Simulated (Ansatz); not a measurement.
# H10C3: the cost of one run

All numbers below are computed with Ansatz 0.2.0 (DFT r2SCAN+D3(BJ), plane waves, PAW, scalar-relativistic, no spin polarisation).

**1. The starting structure**

The cell holds 39 atoms (C9H30): a = 7.192 Å, b = 7.192 Å, c = 7.192 Å, α = 90.00°, β = 90.00°, γ = 90.00°.

Its coordinates follow in the input file.

**2. Preparing the start**

input.yaml reads:

```yaml
crystal:
  lattice:
    - [7.191966, 0.0, 0.0]
    - [0.0, 7.191966, 0.0]
    - [0.0, 0.0, 7.191966]
  atoms:
    - { symbol: C, position: [0.3063874, 0.6646591, 0.8580844] }
    - { symbol: C, position: [0.286991, 0.4964844, 0.9856329] }
    - { symbol: H, position: [0.4520731, 0.6912918, 0.8240794] }
    - { symbol: H, position: [0.2315972, 0.643484, 0.7275163] }
    - { symbol: H, position: [0.2505701, 0.789938, 0.9235032] }
    - { symbol: H, position: [0.1413053, 0.4698517, 1.019638] }
    - { symbol: H, position: [0.3428083, 0.3712056, 0.9202141] }
    - { symbol: H, position: [0.3617811, 0.5176595, 1.1162011] }
    - { symbol: C, position: [0.6493743, 0.3236631, 0.469004] }
    - { symbol: C, position: [0.8204704, 0.2423231, 0.3739382] }
    - { symbol: H, position: [0.5583105, 0.3924771, 0.3686947] }
    - { symbol: H, position: [0.5683374, 0.2153792, 0.5382689] }
    - { symbol: H, position: [0.6884676, 0.4263653, 0.5739514] }
    - { symbol: H, position: [0.9115342, 0.173509, 0.4742475] }
    - { symbol: H, position: [0.7813771, 0.1396209, 0.2689908] }
    - { symbol: H, position: [0.9015073, 0.3506069, 0.3046733] }
    - { symbol: C, position: [0.2003264, 0.9316087, 0.5880684] }
    - { symbol: C, position: [0.1582429, 0.9407467, 0.3805279] }
    - { symbol: H, position: [0.185661, 1.0681351, 0.6531485] }
    - { symbol: H, position: [0.1058175, 0.8361676, 0.659125] }
    - { symbol: H, position: [0.342216, 0.8834195, 0.6132704] }
    - { symbol: H, position: [0.1729084, 0.8042203, 0.3154478] }
    - { symbol: H, position: [0.0163534, 0.9889359, 0.3553259] }
    - { symbol: H, position: [0.2527518, 1.0361878, 0.3094712] }
    - { symbol: C, position: [0.5535875, 0.7989929, 0.3100118] }
    - { symbol: H, position: [0.6843289, 0.7372041, 0.2647953] }
    - { symbol: H, position: [0.4574842, 0.689342, 0.3512005] }
    - { symbol: H, position: [0.4933819, 0.8787704, 0.1961413] }
    - { symbol: H, position: [0.5791552, 0.890655, 0.4279102] }
    - { symbol: C, position: [0.7646868, 0.6896101, 0.752187] }
    - { symbol: H, position: [0.6971923, 0.7692422, 0.862] }
    - { symbol: H, position: [0.8410215, 0.5738964, 0.8133346] }
    - { symbol: H, position: [0.8607307, 0.7791552, 0.6766029] }
    - { symbol: H, position: [0.6598028, 0.6361468, 0.6568104] }
    - { symbol: C, position: [0.24022, 0.3968207, 0.424961] }
    - { symbol: H, position: [0.2920088, 0.4092464, 0.5668032] }
    - { symbol: H, position: [0.1061973, 0.3261652, 0.4261379] }
    - { symbol: H, position: [0.338705, 0.3169274, 0.3420549] }
    - { symbol: H, position: [0.2239689, 0.5349439, 0.3648481] }
basis:
  ecutwfc: 500.0
kpoints:
  mp_grid: { grid: [1, 1, 1] }
hamiltonian:
  xc: r2scan
  dispersion: d3bj
scf:
  occupations: { method: fermi_dirac, width: 0.05 }
  lower_state_search: "off"
relax:
  f_tol: 0.3
  max_steps: 15
  adjacent_minimum: "off"
```

Command:

```
$ ansatz run input.yaml --threads 1 --pin off --max-ram 3072MiB --backend cpu --events-out ev --progress --plain --runs-dir out
```

**Question.** How long does this run take on 1 thread of Arm Neoverse V1, shared host, and how much memory does it need?

About 6.7 min, with a peak of 1 GiB.
